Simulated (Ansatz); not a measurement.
**CH₄O₂Sn: up Jacob's ladder to CCSD(T)**

One table from this session's results is given with a row withheld; the runs are named, their logs left out.

Method: functionals in def2-TZVPP, the program's frozen cores in correlated methods; program: Ansatz 0.2.0, Gaussian basis.

Levels to be run: LDA (SPW92), PBE-D4, revPBE-D4, BLYP-D4, r2SCAN-D4, B97M-V, PBE0-D4, B3LYP-D4, r2SCANh-D4, r2SCAN0-D4, HSE06-D4, BHLYP-D4, CAM-B3LYP-D4, LC-ωPBE, ωB97X-V, ωB97M-V, B2PLYP, PBE-QIDH; CCSD(T)/def2-SVP; CCSD(T)/def2-TZVPP; MP2/def2-QZVPP; extrapolation to the limit; RPA on PBE.

### The relaxed structure

The geometry comes from an earlier relaxation with PBE0-D4 in a triple-zeta def2 set; it is a stationary point, not always the lowest conformer. Sn takes the def2 core potential; no spin-orbit term is included.

SMILES `O=[CH][SnH2][OH]`, 8 atoms, charge 0, spin multiplicity 1.

Atoms are counted from 1 here; the program's logs count them from 0.

Bond lengths: O1–C2 1.200 Å, C2–Sn3 2.210 Å, C2–H5 1.114 Å, Sn3–O4 1.961 Å, Sn3–H6 1.708 Å, Sn3–H7 1.708 Å, O4–H8 0.963 Å. Angles: O1–C2–Sn3 116.9°, O1–C2–H5 120.0°, Sn3–C2–H5 123.1°, C2–Sn3–O4 99.2°, C2–Sn3–H6 114.0°, C2–Sn3–H7 113.9°, O4–Sn3–H6 108.4°, O4–Sn3–H7 108.4°, H6–Sn3–H7 111.9°, Sn3–O4–H8 109.3°.

Coordinates:

```xyz
8
charge 0, multiplicity 1
O    -1.1181   -0.2415   -1.6902
C    -0.4427    0.6285   -1.2142
Sn    0.5402    0.1871    0.7149
O    -0.1141   -1.6411    0.9895
H    -0.3354    1.6026   -1.7433
H    -0.0072    1.1561    2.0099
H     2.2451    0.1436    0.6290
H    -0.6757   -1.8925    0.2485
```

The first run:

Input file in.yaml:

```yaml
crystal:
  periodic: [false, false, false]
  atoms:
    - {symbol: O, position_ang: [-1.118086, -0.241498, -1.690175]}
    - {symbol: C, position_ang: [-0.442750, 0.628498, -1.214227]}
    - {symbol: Sn, position_ang: [0.540182, 0.187120, 0.714882]}
    - {symbol: O, position_ang: [-0.114082, -1.641133, 0.989513]}
    - {symbol: H, position_ang: [-0.335364, 1.602649, -1.743328]}
    - {symbol: H, position_ang: [-0.007183, 1.156090, 2.009943]}
    - {symbol: H, position_ang: [2.245053, 0.143555, 0.628957]}
    - {symbol: H, position_ang: [-0.675670, -1.892482, 0.248536]}
basis:
  gaussian: {orbitals: def2-TZVPP}
hamiltonian: {xc: lda}
output: {orbitals: {seedname: orbitals}}
```

On the command line:

```bash
ansatz run in.yaml --threads 2 --pin off --events-out ev --progress --plain --max-ram 4352MiB
```

Steps of the session up to this table: LDA; PBE-D4 (GGA); revPBE-D4 (GGA); BLYP-D4 (GGA); r2SCAN-D4 (meta-GGA); B97M-V (meta-GGA); B3LYP-D4 (hybrid); r2SCANh-D4 (hybrid); r2SCAN0-D4 (hybrid); HSE06-D4 (hybrid); BHLYP-D4 (hybrid); CAM-B3LYP-D4 (range-separated); LC-ωPBE (range-separated); ωB97X-V (range-separated); ωB97M-V (range-separated); B2PLYP (double hybrid); PBE-QIDH (double hybrid).

One table of the session follows, with a row left open; its other results are not shown here.

It belongs to the step «Frontier levels by functional». 

| functional | HOMO (eV) | LUMO (eV) | gap (eV) |
| --- | --- | --- | --- |
| LDA (SPW92) | -5.99 | -3.24 | 2.75 |
| PBE-D4 | -5.83 | -2.97 | 2.86 |
| revPBE-D4 | -5.77 | -2.87 | 2.90 |
| BLYP-D4 | -5.75 | -2.84 | 2.91 |
| r2SCAN-D4 | -6.08 | -2.76 | 3.31 |
| B97M-V | -6.16 | -2.64 | 3.51 |
| PBE0-D4 | -7.15 | -1.79 | 5.36 |
| B3LYP-D4 | -6.97 | -2.07 | 4.90 |
| r2SCANh-D4 | -6.57 | -2.33 | 4.25 |
| r2SCAN0-D4 | -7.33 | -1.69 | 5.65 |
| HSE06-D4 | -6.75 | -2.18 | 4.57 |
| BHLYP-D4 | -8.45 | -0.56 | 7.88 |
| CAM-B3LYP-D4 | -8.51 | -0.57 | 7.94 |
| LC-ωPBE | ? | ? | ? |
| ωB97X-V | -9.44 | 0.60 | 10.04 |
| ωB97M-V | -9.35 | 0.50 | 9.84 |

Estimate the missing values for LC-ωPBE.

**Answer.** HOMO (eV): -9.73; LUMO (eV): 0.71; gap (eV): 10.44. In the column «HOMO (eV)» it is the lowest.
